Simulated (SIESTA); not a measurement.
The system is In4GeSb2Te.

```
Te Sb In Ge
1.0
    -3.28172    3.28172    6.55724
     3.28172   -3.28172    6.55724
     3.28172    3.28172   -6.55724
Te Sb In Ge
1 2 4 1
Direct
  0.00000 0.00000 0.00000
  0.75000 0.25000 0.50000
  0.25000 0.75000 0.50000
  0.14849 0.60633 0.00000
  0.39367 0.39367 0.54216
  0.60633 0.14849 0.00000
  0.85151 0.85151 0.45784
  0.50000 0.50000 0.00000
```

The cell comes from a database or a generator and needn't be the stable form of this composition.

| Item | Value |
| --- | --- |
| Program | SIESTA 5.4.2 |
| Task | single point |
| Functional | PBEsol |
| Potentials or basis | PseudoDojo 0.4 standard (PBEsol files) |
| Basis | DZP (energy shift 0.003 Ry; two zetas on semicore shells) |
| Grid cutoff | 800 Ry |
| Energy shift | 0.003 Ry |
| k mesh | 6 × 6 × 6 |
| Occupations | fermi-dirac, width 0.05 eV |
| Spin | no spin polarisation |

On this cell: pressure -1.9 GPa; largest force 0.059 eV/Å; band gap on the k mesh none (metal or under the smearing width).

The same run follows on a disturbed copy (atoms moved at random, drawn with an rms of 0.05 Å):

```
CELL_PARAMETERS angstrom
-3.28172 3.28172 6.55724
3.28172 -3.28172 6.55724
3.28172 3.28172 -6.55724
ATOMIC_POSITIONS crystal
Te 0.00095 0.99157 0.98916
Sb 0.75726 0.25471 0.50195
Sb 0.23906 0.74439 0.48684
In 0.14518 0.59944 0.99532
In 0.39729 0.39749 0.54693
In 0.60341 0.14947 0.99600
In 0.85185 0.85739 0.46288
Ge 0.50411 0.50681 0.00597
```

Problem. What changes?

Solution. The energy (extrapolated to zero smearing) moves by +6.3 meV/atom; pressure -1.8 GPa; largest force 0.544 eV/Å; band gap on the k mesh none (metal or under the smearing width).

Forces on the atoms (eV/Å):
```
Te   0.294  0.108 -0.103
Sb  -0.135 -0.322 -0.418
Sb   0.199  0.320  0.129
In   0.019  0.215  0.408
In  -0.129 -0.010  0.070
In  -0.171 -0.091  0.010
In  -0.042 -0.112  0.104
Ge  -0.035 -0.109 -0.199
```

Stress tensor (GPa, compression positive):
```
-1.89  0.34 -0.04
 0.34 -1.69 -0.10
-0.04 -0.10 -1.76
```

Caveats: the basis of atomic orbitals isn't converged, which shifts pressures, moduli and gaps.
